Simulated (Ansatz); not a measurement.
# Zr6InPb2: from the start to rest

The start is Zr6InPb2, a known structure type filled with other elements, at an estimated volume. Where does it settle when we relax cell and atoms, and what is it like there?

Computed, not measured: Ansatz 0.2.0, DFT, PBE, no spin polarisation, plane waves, PAW.

### Step 1. The structure

The structure is hexagonal, space group P-62m (No. 189). The conventional cell has a = 7.821 Å, b = 7.821 Å, c = 3.659 Å, α = 90.00°, β = 90.00°, γ = 120.00°. Pb (site symmetry -6) is surrounded by 9 Zr at 3.00 to 3.02 Å. Zr (site symmetry m2m) is surrounded by 4 Pb at 3.00 Å and 1 In at 3.16 Å and 6 Zr at 3.31 Å. Around Zr (site symmetry m2m) lie 2 In at 2.64 Å and 2 Pb at 3.02 Å. Around In (site symmetry -62m) lie 6 Zr at 2.64 Å.

The coordinates stand in the input below.

The first density is read from a saved solution for the starting cell.

### Step 2. Relaxing

Contents of input.yaml:

```yaml
crystal:
  lattice:
    - [7.821219, 0.0, 0.0]
    - [-3.910609, 6.773378, 0.0]
    - [0.0, 0.0, 3.658815]
  atoms:
    - { symbol: Pb, position: [0.3333, 0.6667, 0.5] }
    - { symbol: Pb, position: [0.6667, 0.3333, 0.5] }
    - { symbol: Zr, position: [0.5961, 0.0, 0.0] }
    - { symbol: Zr, position: [0.4039, 0.4039, 0.0] }
    - { symbol: Zr, position: [0.0, 0.5961, 0.0] }
    - { symbol: Zr, position: [0.2428, 0.0, 0.5] }
    - { symbol: Zr, position: [0.7572, 0.7572, 0.5] }
    - { symbol: Zr, position: [0.0, 0.2428, 0.5] }
    - { symbol: In, position: [0.0, 0.0, 0.0] }
  symmetry: { tolerance: 0.0003 }
kpoints:
  mp_grid: { grid: [5, 5, 9], shift: [0, 0, 0] }
magnetization:
  spin_polarized: false
scf:
  occupations: { method: fermi_dirac }
  lower_state_search: "off"
hamiltonian:
  pseudopotentials: { kind: paw }
  xc: pbe
basis:
  ecutwfc: 420
  fft_grid_basis: typed
relax:
  max_steps: 80
  cell: { p_target: 0.0 }
output:
  forces: true
  stress: true
  eigenvalues: true
  bader: true
  populations: true
  elf: true
  write_potential: true
  volumetric_format: npy
  dos:
    e_range: [-12, 8]
    de: 0.05
    projected: { site_lists: { In: [In], Pb: [Pb], Zr: [Zr] } }
  write_density: true
checkpoint:
  read: saved_state
```

Launch:

```
> ansatz run input.yaml --threads 2 --pin off --max-ram 2560MiB --backend cpu --events-out ev --progress --plain --runs-dir out
```

What it wrote, shortened:

```text
Warning: the atoms were moved onto the symmetric positions of the space group found under crystal.symmetry.tolerance 3.0e-4 (fractional; no operation is sought that the atoms, as they stand in a round, miss by more than twice it, and no atom is moved by as much as it), and the run uses [...]
Warning: checkpoint.read: basis.xc_grid differs: saved 1, current 2 (points along each axis for each point of the dense box; where the key is left out runs that use forces, runs that use the stress, dielectric runs by a finite field, finite-displacement phonons, runs of [...]
Warning: RAYON_NUM_THREADS=2 ignored (pool sized by the plan → 2); use --threads N
[...]
Pseudopotentials: kind: paw
Pseudopotential: Pb, paw, valence charge 14, recommended cutoff 420 eV (normal), Pb.paw.azcp
Pseudopotential: Zr, paw, valence charge 12, recommended cutoff 420 eV (normal), Zr.paw.azcp
Pseudopotential: In, paw, valence charge 13, recommended cutoff 420 eV (normal), In.paw.azcp
Functional definition: PBE
[...]
Crystal: 9 atoms, lattice volume = 193.830 Å³
Basis set: ecut = 420 eV, 3799 PW (Γ), exchange–correlation on 108×108×50 points (8 copies of the dense FFT grid, shifted against one another)
Bands: 68, of which v1, the nominal top of the filled ones, is band 57 counted from 1 (56 counted from 0)
Symmetry: 12 space group operations
Space group: P-62m (ITA 189), of the structure as read, at distance tolerance 1.7e-3 Å
k-points: 25 of 225 (time reversal used)
[...]
SCF iter   1: F=—  HF=-54514.033184 eV  |F-HF|=—  |Δ(HF+E_count)|=         —  Δρ=7.18e-4  dr2=1.96e-3  ethr=1.59e-6  ⟨swp⟩=3.0  Hψ=10589  notcnv=0
[...]
relax step   1: F+E_penalty+E_count = -54514.03293903 eV  Δ(F+E_penalty+E_count) = +0.000e0 eV  max|allowed force component| = 2.713e0 eV/Å  Δτ_max = 0.0000 Å  P = +13.868 GPa  Ω = 193.830 Å³  (6 SCF iters, dr2 threshold 1.00e-7 eV, accepted)
[...]
relax step   2: F+E_penalty+E_count = -54515.48970046 eV  Δ(F+E_penalty+E_count) = -1.457e0 eV  max|allowed force component| = 1.607e-1 eV/Å  Δτ_max = 0.1685 Å  P = +0.024 GPa  Ω = 213.582 Å³  energy of the carried Pulay correction = -3.372e-3 eV  (7 SCF iters, dr2 threshold 9.00e-7 eV, accepted)
[...]
relax step   3: F+E_penalty+E_count = -54515.49998173 eV  Δ(F+E_penalty+E_count) = -1.028e-2 eV  max|allowed force component| = 1.078e-1 eV/Å  Δτ_max = 0.0076 Å  P = -0.189 GPa  Ω = 214.108 Å³  energy of the carried Pulay correction = -3.458e-3 eV  (5 SCF iters, dr2 threshold 9.00e-7 eV, accepted)
[...]
SCF iter   3: F=—  HF=-54515.520071 eV  |F-HF|=—  |Δ(HF+E_count)|=   3.59e-3  Δρ=4.89e-4  dr2=3.13e-3  ethr=1.79e-5  ⟨swp⟩=2.0  Hψ=2063  notcnv=0
```

### Step 3. The output, continued: semilocal partner

The log, continued:

```text
SCF iter   4: F=—  HF=-54515.519599 eV  |F-HF|=—  |Δ(HF+E_count)|=   4.72e-4  Δρ=1.34e-4  dr2=4.71e-5  ethr=2.77e-6  ⟨swp⟩=2.0  Hψ=2080  notcnv=0
SCF iter   5: F=—  HF=-54515.519606 eV  |F-HF|=—  |Δ(HF+E_count)|=   6.67e-6  Δρ=2.01e-5  dr2=9.85e-7  ethr=4.17e-8  ⟨swp⟩=2.0  Hψ=2170  notcnv=0
SCF iter   6: F=-54515.519606 eV  HF=-54515.519606 eV  |F-HF|=4.87e-8  |Δ(HF+E_count)|=   7.90e-9  Δρ=5.36e-6  dr2=7.55e-8  ethr=7.96e-10  ⟨swp⟩=13.6  Hψ=13356  notcnv=0
SCF 4 converged in 6 iterations: F = -54515.519606 eV  dr2 = 7.55e-8
relax step   4: F+E_penalty+E_count = -54515.51960609 eV  Δ(F+E_penalty+E_count) = -1.962e-2 eV  max|allowed force component| = 3.668e-2 eV/Å  Δτ_max = 0.0245 Å  P = -0.081 GPa  Ω = 214.342 Å³  energy of the carried Pulay correction = -3.496e-3 eV  (6 SCF iters, dr2 threshold 9.00e-7 eV, accepted)
Crystal: 9 atoms, lattice volume = 214.253 Å³
iter 1 solved again at ethr=9.43e-7 eV; its pass at ethr=3.10e-3 eV (dr2=1.07e-3 eV) is discarded
SCF iter   1: F=—  HF=-54515.520051 eV  |F-HF|=—  |Δ(HF+E_count)|=         —  Δρ=2.78e-4  dr2=1.08e-3  ethr=9.43e-7  ⟨swp⟩=1.0  Hψ=6300  notcnv=0
preconditioner: auto → Kerker (q_TF=auto, 2.452 Å⁻¹)  [metal: Δε(μ)=0.044 eV  Ē_g=10.143 eV  σ=0.100 eV  W_gap=0.11  n_scr=68 (ndim 8)  ℏωp=20.5 eV  f_vac=0.000  D(μ)=7.29/eV (n_scr^D=68)]
SCF iter   2: F=—  HF=-54515.519941 eV  |F-HF|=—  |Δ(HF+E_count)|=   1.10e-4  Δρ=1.60e-4  dr2=3.82e-4  ethr=9.43e-7  ⟨swp⟩=1.2  Hψ=1706  notcnv=0
SCF iter   3: F=—  HF=-54515.519877 eV  |F-HF|=—  |Δ(HF+E_count)|=   6.39e-5  Δρ=5.55e-5  dr2=4.89e-5  ethr=3.38e-7  ⟨swp⟩=2.0  Hψ=2062  notcnv=0
SCF iter   4: F=—  HF=-54515.519874 eV  |F-HF|=—  |Δ(HF+E_count)|=   3.35e-6  Δρ=1.62e-5  dr2=6.23e-7  ethr=4.33e-8  ⟨swp⟩=2.0  Hψ=2076  notcnv=0
SCF iter   5: F=-54515.519874 eV  HF=-54515.519874 eV  |F-HF|=1.12e-8  |Δ(HF+E_count)|=   9.06e-8  Δρ=2.24e-6  dr2=1.99e-8  ethr=7.44e-11  ⟨swp⟩=11.7  Hψ=12073  notcnv=0
SCF 5 converged in 5 iterations: F = -54515.519874 eV  dr2 = 1.99e-8
relax step   5: F+E_penalty+E_count = -54515.51987393 eV  Δ(F+E_penalty+E_count) = -2.678e-4 eV  max|allowed force component| = 8.267e-3 eV/Å  Δτ_max = 0.0030 Å  P = -0.027 GPa  Ω = 214.253 Å³  energy of the carried Pulay correction = -3.481e-3 eV  (5 SCF iters, dr2 threshold 8.41e-8 eV, accepted)
Basis set: ecut = 420 eV, 4195 PW (Γ), exchange–correlation on 108×108×54 points (8 copies of the dense FFT grid, shifted against one another)
Initial wavefunctions: pseudopotential atomic-orbital guess (no wavefunctions were taken with the density)
iter 1 solved again at ethr=2.00e-7 eV; its pass at ethr=3.10e-3 eV (dr2=2.26e-4 eV) is discarded
SCF iter   1: F=—  HF=-54515.522916 eV  |F-HF|=—  |Δ(HF+E_count)|=         —  Δρ=1.36e-4  dr2=5.51e-6  ethr=2.00e-7  ⟨swp⟩=3.6  Hψ=11521  notcnv=0
preconditioner: auto → Kerker (q_TF=auto, 2.452 Å⁻¹)  [metal: Δε(μ)=0.043 eV  Ē_g=10.143 eV  σ=0.100 eV  W_gap=0.11  n_scr=68 (ndim 8)  ℏωp=20.5 eV  f_vac=0.000  D(μ)=7.29/eV (n_scr^D=68)]
SCF iter   2: F=—  HF=-54515.523275 eV  |F-HF|=—  |Δ(HF+E_count)|=   3.59e-4  Δρ=7.00e-5  dr2=1.39e-6  ethr=4.88e-9  ⟨swp⟩=2.2  Hψ=2583  notcnv=0
SCF iter   3: F=—  HF=-54515.523282 eV  |F-HF|=—  |Δ(HF+E_count)|=   7.46e-6  Δρ=9.79e-6  dr2=5.76e-8  ethr=1.23e-9  ⟨swp⟩=2.8  Hψ=3485  notcnv=0
SCF iter   4: F=—  HF=-54515.523282 eV  |F-HF|=—  |Δ(HF+E_count)|=   9.19e-8  Δρ=9.30e-7  dr2=3.16e-9  ethr=5.10e-11  ⟨swp⟩=2.1  Hψ=2371  notcnv=0
SCF iter   5: F=—  HF=-54515.523282 eV  |F-HF|=—  |Δ(HF+E_count)|=  4.87e-10  Δρ=3.46e-7  dr2=1.03e-9  ethr=2.80e-12  ⟨swp⟩=2.2  Hψ=2488  notcnv=0
SCF iter   6: F=—  HF=-54515.523282 eV  |F-HF|=—  |Δ(HF+E_count)|=  6.55e-11  Δρ=1.47e-7  dr2=9.80e-11  ethr=1.00e-12  ⟨swp⟩=2.0  Hψ=1943  notcnv=0
SCF iter   7: F=-54515.523282 eV  HF=-54515.523282 eV  |F-HF|=7.28e-12  |Δ(HF+E_count)|=  1.46e-11  Δρ=3.35e-8  dr2=7.08e-12  ethr=1.00e-12  ⟨swp⟩=7.4  Hψ=7566  notcnv=0
SCF 6 converged in 7 iterations: F = -54515.523282 eV  dr2 = 7.08e-12
relax step   6: F+E_penalty+E_count = -54515.52328219 eV  Δ(F+E_penalty+E_count) = -3.408e-3 eV  max|allowed force component| = 8.453e-3 eV/Å  Δτ_max = 0.0000 Å  P = -0.027 GPa  Ω = 214.253 Å³  stress off target by 3.85e-2 GPa  SCF on the basis re-selected at this cell (its energy is not comparable with the rows above)  (7 SCF iters)
basis re-selected at this cell: Δ(F+E_penalty+E_count) = -3.408e-3 eV, ΔP = -0.000 GPa vs the last step (what re-selecting the basis moved, of the pressure what is left beyond the Pulay correction that the steps carried, after the strain that the cell walked since its last selection, with what the two solves' SCF thresholds leave and, on support functions, any second-order correction that the steps lacked; it is no measure of the basis error at this ecutwfc). The dense FFT grid was sized anew with the basis: this SCF ran on 54×54×27 points, the steps before it on 54×54×25, so part of this shift can come from that change (see relax.cell in the input reference). This SCF's stress stands 3.85e-2 GPa from its target on what of the cell is left free (relax.cell.stress_tol is 5.00e-2 GPa) and its largest allowed force component is 8.45e-3 eV/Å (relax.f_tol is 1.00e-2 eV/Å): within both
SCF converged after 7 iterations
Free energy (F): -54515.523282 eV
Harris-Foulkes:  -54515.523282 eV  (|F-HF|=7.28e-12)
Internal energy: -54515.279335 eV  (E = F + TS)
E sigma→0 (E₀):  -54515.401309 eV
Entropy (-TS):   -0.243947 eV (-27.105 meV/atom)
Fermi energy:    13.315006 eV
--- Per-component energies (eV) ---
  E_band       = -609.612912
  E_kinetic    = 2822.706845
  E_local      = -6760.505504  (includes V_loc(G=0)·N_el)
  E_nonlocal   = 1544.727759
  E_hartree    = 2381.912329
  E_xc         = -1625.276127
  E_vxc        = -1508.996664  (∫ρ·V_xc dr)
  E_paw        = -42699.435946  (= ΣΔE_a)
  E_vpaw       = -1471.370223  (= ΣTr[D̂ρ^β])
  E_aug_tail   = 0.000270  (compensation charges beyond the density's cutoff)
  E_ewald      = -10179.408962
  E_smearing   = -0.243947  (= −TS)
  E_closure    = 0.000000  (closes the sum)
  Σ components = -54515.523282   (vs F -54515.523282, Δ=0.00e0)
--- Forces (eV/Å), atoms counted from 1 ---
  atom   1  Pb    -0.00000000     0.00000000     0.00000000
  atom   2  Pb    -0.00000000    -0.00000000     0.00000000
  atom   3  Zr     0.00019935    -0.00000000     0.00000000
  atom   4  Zr    -0.00009968    -0.00017264     0.00000000
  atom   5  Zr    -0.00009968     0.00017264    -0.00000000
  atom   6  Zr    -0.00845288     0.00000000     0.00000000
  atom   7  Zr     0.00422644     0.00732041     0.00000000
  atom   8  Zr     0.00422644    -0.00732041    -0.00000000
  atom   9  In     0.00000000     0.00000000    -0.00000000
  max |Σ_I F_I| component: 1.01e-17 eV/Å
--- Stress (GPa, compression-positive) ---
       -0.021254       0.000000       0.000000
        0.000000      -0.021254       0.000000
        0.000000       0.000000      -0.038524
  P = ⅓ Tr σ = -0.0270 GPa (-0.270 kbar)
--- Band table (eV; the first three rows and the last of 25) ---
  k-point 0: bands = ["-35.6735", "-35.6656", "-35.6656", "-35.4619", "-35.4588", "-35.4588", "-13.8495", "-13.7664", "-13.7617", "-13.7617", "-13.7040", "-13.7037", "-13.7037", "-13.6478", "-13.6478", "-13.5451", "-13.5451", "-13.4621", "-13.4385", "-13.4375", "-13.4375", "-13.3959", "-13.3959", "-13.3896", "-3.1579", "-3.1390", "-3.1355", "-3.1355", "-3.1099", "-3.1099", "-3.1088", "-3.1088", "-3.0895", "-3.0895", "-0.5383", "-0.5291", "-0.5291", "-0.4675", "-0.4675", "3.6708", "4.6074", "7.0356", "9.7681", "9.7681", "10.4754", "10.4754", "11.5733", "11.5733", "11.9974", "12.2039", "12.3054", "13.0757", "13.0757", "13.1487", "13.1696", "13.1696", "13.6687", "13.6687", "14.4918", "14.5957", "14.5957", "14.7375", "14.7375", "15.0155", "15.1171", "15.2645", "15.2645", "15.6530"]
  k-point 1: bands = ["-35.6724", "-35.6652", "-35.6652", "-35.4622", "-35.4584", "-35.4584", "-13.8422", "-13.7637", "-13.7626", "-13.7626", "-13.7075", "-13.7075", "-13.7005", "-13.6729", "-13.6729", "-13.5234", "-13.5234", "-13.4716", "-13.4487", "-13.4487", "-13.4438", "-13.4023", "-13.3901", "-13.3901", "-3.1454", "-3.1339", "-3.1339", "-3.1272", "-3.1155", "-3.1155", "-3.1046", "-3.1046", "-3.0951", "-3.0951", "-0.5303", "-0.5303", "-0.5253", "-0.4665", "-0.4665", "3.7814", "4.6435", "7.1232", "9.9013", "9.9013", "10.5739", "10.5739", "11.5690", "11.5690", "11.8143", "12.0470", "12.1181", "12.9103", "12.9103", "13.0016", "13.0016", "13.1509", "13.7802", "13.7802", "14.1984", "14.3120", "14.3120", "14.7650", "14.9128", "15.1847", "15.1847", "15.4325", "15.4325", "15.6983"]
  k-point 2: bands = ["-35.6696", "-35.6642", "-35.6642", "-35.4629", "-35.4575", "-35.4575", "-13.8226", "-13.7696", "-13.7696", "-13.7605", "-13.7394", "-13.7394", "-13.6880", "-13.6880", "-13.6841", "-13.4993", "-13.4901", "-13.4901", "-13.4671", "-13.4671", "-13.4584", "-13.4344", "-13.3847", "-13.3847", "-3.1304", "-3.1304", "-3.1202", "-3.1202", "-3.1137", "-3.1088", "-3.1088", "-3.1031", "-3.1031", "-3.0975", "-0.5330", "-0.5330", "-0.4924", "-0.4641", "-0.4641", "4.0913", "4.7421", "7.3638", "10.2497", "10.2497", "10.7833", "10.7833", "11.0769", "11.5721", "11.5721", "11.6405", "11.7573", "12.6685", "12.6685", "12.8215", "12.8215", "12.9539", "13.7600", "13.7600", "13.9797", "14.1209", "14.1209", "14.3122", "14.7149", "15.6747", "15.6747", "15.7961", "15.7961", "15.9115"]
  k-point 24: bands = ["-35.6635", "-35.6631", "-35.6624", "-35.4644", "-35.4558", "-35.4558", "-13.8140", "-13.8018", "-13.7931", "-13.7825", "-13.7748", "-13.7514", "-13.7322", "-13.6464", "-13.6198", "-13.5610", "-13.5344", "-13.5071", "-13.4875", "-13.4605", "-13.4340", "-13.4267", "-13.4186", "-13.3817", "-3.1364", "-3.1266", "-3.1237", "-3.1230", "-3.1203", "-3.1185", "-3.1168", "-3.1105", "-3.0486", "-3.0463", "-0.5374", "-0.5371", "-0.4602", "-0.4600", "-0.4291", "4.9238", "4.9280", "7.8876", "9.7132", "9.7936", "9.9595", "11.0661", "11.1505", "11.5228", "11.7057", "11.9842", "12.0388", "12.6101", "12.6283", "12.6793", "12.7171", "12.8818", "12.8992", "13.0302", "14.0747", "14.1208", "14.2932", "14.3157", "15.5598", "15.7267", "15.8592", "15.9082", "16.1613", "16.2692"]
--- Relaxed structure (5 steps of the walk, 5 accepted, 1 SCFs on fresh bases) ---
  F+E_penalty+E_count = -54515.52328219 eV   max|allowed force component| = 8.453e-3 eV/Å   (the final SCF, on the basis selected at the relaxed cell)
  cell:  # Å, volume = 214.2534 Å³
    - [7.938894900012503, -2.9301838181571027e-7, 1.2719465306844036e-17]
    - [-3.969447196244889, 6.875284807894739, -6.359732246852984e-18]
    - [5.950243547967034e-18, -1.7223945890505113e-34, 3.92533665866563]
  atoms:
    - { symbol: Pb, position: [0.33333333333333337, 0.6666666666666669, 0.5000000000000001] }
    - { symbol: Pb, position: [0.6666666666666667, 0.33333333333333337, 0.5000000000000001] }
    - { symbol: Zr, position: [0.6021057721702342, 2.0153097571996945e-19, 2.3755378010482075e-19] }
    - { symbol: Zr, position: [0.3978942278297659, 0.3978942278297659, -1.1877689764565525e-19] }
    - { symbol: Zr, position: [8.201788280770808e-37, 0.6021057721702341, -1.187768824591656e-19] }
    - { symbol: Zr, position: [0.26028412210565394, 2.0978938723953338e-20, 0.5000000000000001] }
    - { symbol: Zr, position: [0.7397158778943462, 0.7397158778943462, 0.5000000000000001] }
    - { symbol: Zr, position: [-3.747526418793276e-19, 0.26028412210565394, 0.5000000000000001] }
    - { symbol: In, position: [1.7642388021053238e-19, 3.3436469742882106e-19, -7.478723007803914e-35] }
--- Löwdin populations: 9 sites ---
  site symbol       q [e]
     0     Pb     14.4625
     1     Pb     14.4625
     2     Zr     11.6309
     3     Zr     11.6309
     4     Zr     11.6309
     5     Zr     11.6178
     6     Zr     11.6178
     7     Zr     11.6178
     8     In     13.7985
  spilling = 0.004696 (of n_electrons = 113.000000)
--- Bader charges: 9 sites ---
  site symbol  charge [e]  shift [e]
     0     Pb     -1.5751     0.0000
     1     Pb     -1.5750     0.0000
     2     Zr      0.8251     0.0000
     3     Zr      0.8251     0.0000
     4     Zr      0.8251     0.0000
     5     Zr      0.7918     0.0000
     6     Zr      0.7918     0.0000
     7     Zr      0.7918     0.0000
     8     In     -1.7005     0.0000
  estimated error of the sums over rays = 8.2e-4 e
```

Wall time 87 s (2 threads of Intel Xeon 6975P-C (Granite Rapids), shared host); peak memory 0.74 GiB.

Step by step:

```
step  energy from step 1 (eV/cell)  largest force component (eV/Å)  pressure (GPa)  volume (Å³)
   1                        0.0000                          2.7130           13.87       193.83
   2                       -1.4568                          0.1607            0.02       213.58
   3                       -1.4670                          0.1078           -0.19       214.11
   4                       -1.4867                          0.0367           -0.08       214.34
   5                       -1.4869                          0.0083           -0.03       214.25
   6                       -1.4903                          0.0085           -0.03       214.25
```

Step 1 is the start. Step 6 repeats the geometry before on a plane-wave basis chosen anew for that cell, so the energy can jump there without any move; the table keeps such jumps.

| input's cell | before | after | change |
| --- | --- | --- | --- |
| a (Å) | 7.821 | 7.939 | +1.5 % |
| b (Å) | 7.821 | 7.939 | +1.5 % |
| c (Å) | 3.659 | 3.925 | +7.3 % |
| volume (Å³/atom) | 21.54 | 23.81 | +10.5 % |

The largest move, 0.14 Å, apart from the change of the cell, is shared by several atoms, Zr6 among them.

### Step 4. States by energy

Counts of states in windows (eV from the Fermi level; tetrahedra), total and projected:

```
from    to  total  In p  Pb s  Pb p  Zr s  Zr d
-4.5  -4.0   0.02  0.00  0.00  0.01  0.01  0.00
-4.0  -3.5   1.69  0.11  0.01  0.64  0.45  0.41
-3.5  -3.0   3.11  0.28  0.04  1.01  0.65  1.01
-3.0  -2.5   1.37  0.13  0.02  0.43  0.22  0.52
-2.5  -2.0   2.73  0.17  0.02  1.03  0.25  1.18
-2.0  -1.5   4.45  0.53  0.02  1.26  0.20  2.31
-1.5  -1.0   3.63  0.61  0.01  0.62  0.12  2.17
-1.0  -0.5   6.12  0.28  0.02  0.41  0.23  4.93
-0.5   0.0   5.92  0.25  0.02  0.22  0.15  4.96
 0.0   0.5   2.50  0.02  0.00  0.09  0.05  2.25
 0.5   1.0   4.28  0.07  0.01  0.13  0.09  3.81
 1.0   1.5   4.37  0.06  0.02  0.18  0.07  3.87
```

The bands computed are complete only to about 2.1 eV above the Fermi level.

### Step 5. How the electrons are shared

Gathered by element (positive charge: electrons given up): Löwdin charges also hold the electrons that the projection spills.

```
element  atoms  Bader charge (e)  Bader volume (Å³)  Löwdin charge (e)
     Pb      2             -1.58               31.9              -0.46
     Zr      6    +0.79 to +0.83       20.1 to 20.8     +0.37 to +0.38
     In      1             -1.70               27.7              -0.80
```

Löwdin charges rest on a small set of atomic orbitals that misses 0.5 % of the electrons, so they need not add up to the cell's charge and can differ from Bader's even in sign.

### Step 6. Fields in real space

Maps in the plane spanned by a and c at height 0.000 along b (axes of the input's cell), one cell: a runs left to right (24 points from zero), c bottom to top (12 points), 90° apart. Near the nuclei they are pseudo-fields.

Valence density. Ten steps from '0' (0.10 e/Å³) to '9' (13.00 e/Å³), finer at the low end (step k begins (100^(k/10) - 1)/99 of the way up):
```
985210000001477764111258
653211000001256652101235
322112331000123321000122
111135664200000000000011
101257776310000000000000
001257677410000000000000
101257776310000000000000
111135664200000000000011
322112331000123321000122
653211000001256652101235
985210000001477764111258
996310000001576774111369
```

ELF. Ten even steps from '0' (0.00) to '9' (0.82):
```
002344345521797796135320
223331112332489983256332
333312442122224322466533
444249997213210124676555
652289689513322247764455
652298039612433467764345
652289689513322247764455
444249997213210124676555
333312442122224322466533
223331112332489983256332
002344345521797796135320
002345566521891197134320
```

Atoms within 0.2 Å of the plane, in fractions of a and c: Zr at (0.60, 0.00), Zr at (0.26, 0.50), In at (0.00, 1.00).

Scans along the contacts give these minima of the density:

```
contact  length (Å)  minimum at (fraction)  density (e/Å³)   ELF
Zr6–In9       2.850                   0.47           0.259  0.22
Pb1–Zr6       2.979                   0.53           0.233  0.22
Zr3–Zr6       3.349                   0.50           0.145  0.25
```

```
fraction  Zr6–In9  Pb1–Zr6  Zr3–Zr6
     0.2     3.35     3.31     2.55
     0.3     1.19     1.04    0.583
     0.4    0.355    0.407    0.191
     0.5     0.26    0.244    0.145
     0.6    0.378    0.282    0.181
     0.7     0.99    0.955    0.558
     0.8     3.73     3.12     2.53
```

(Smooth valence density in e/Å³ at fractions of each contact.)

### Step 7. Results

| quantity | value |
| --- | --- |
| moves | 4 |
| energy gained | 165.2 meV/atom |
| largest move | 0.14 Å (Zr) |
| space group (0.01 Å), before / after | P-62m / P-62m |
| cell | a = 7.939 Å, b = 7.939 Å, c = 3.925 Å, α = 90.00°, β = 90.00°, γ = 120.00° |
| volume | 23.81 Å³/atom (+10.5 %) |
| pressure at the end | -0.03 GPa |
| formation energy (elements from separate runs) | -0.19 eV/atom |
| character | metal |
| density of states, mean within 0.25 eV of the Fermi level | 7.5 per eV per cell |
| Bader charges | Pb -1.58, Zr +0.79 to +0.83, In -1.70 e |

**Reading.** The volume grew by 10.5 %, and the largest move of an atom is 0.14 Å apart from the change of the cell; the energy fell by 165.2 meV per atom. The run held to 12 symmetry operations, so a lower structure without them is not ruled out. Bands cross the Fermi level: a metal; within 0.25 eV of the Fermi level the density of states averages 7.5 per eV per cell, mostly Zr d (88 %). Zr loses most charge (+0.81 e on average) and In gains most (-1.70 e). Set against separate runs on the elements (Pb fcc, Zr hcp, In body-centred tetragonal), it forms at -0.19 eV per atom, a bound cell by that test.
